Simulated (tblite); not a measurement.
# C2H6B2ClN: the cost of one run

Programs: tblite 0.8.0 and PySCF 2.14.0, with density-fitted response routines of our own. Each step states its level of theory. These are calculated values for one molecule in the gas phase, unless marked as measured. Atoms are numbered from 0 throughout.

### 1 The starting structure

12 atoms, charge 0, multiplicity 1; geometry from: force field or distance geometry start.

Bonds of the start (Å): C0–C1 1.35, C1–B2 1.55, B2–Cl3 1.83, B2–B4 1.67, B4–N5 1.50, C0–H6 1.09, C0–H7 1.09, C1–H8 1.09, B4–H9 1.19, N5–H10 1.03, N5–H11 1.03.

### 2 Relaxing the molecule with GFN2-xTB

What the job is given:

```
{"job": {"kind": "relax", "xc": "GFN2-xTB", "basis": "xTB"}, "charge": 0, "multiplicity": 1}
C      2.166600    -0.562100     0.434200
C      1.044600    -0.341600    -0.285200
B      0.212700     0.946000    -0.083200
Cl     1.023400     2.485600     0.492000
B     -1.437800     0.733300     0.037100
N     -1.980200    -0.650800     0.233500
H      2.680500    -1.497700     0.223000
H      2.533900     0.150500     1.177100
H      0.736100    -1.104300    -1.005100
H     -2.093600     1.727300     0.055800
H     -2.343800    -1.099300    -0.624800
H     -2.541300    -0.787600     1.084300
```

The run is started by

```bash
$ OMP_NUM_THREADS=1 python probes_run.py task.json out
```

The driver reads the jobs from task.json and runs them one after another.

Q: Estimate the wall time and peak memory of this first job on 1 thread of Arm Neoverse N1, shared host.

About 1.4 s, with a peak of 0.18 GiB.
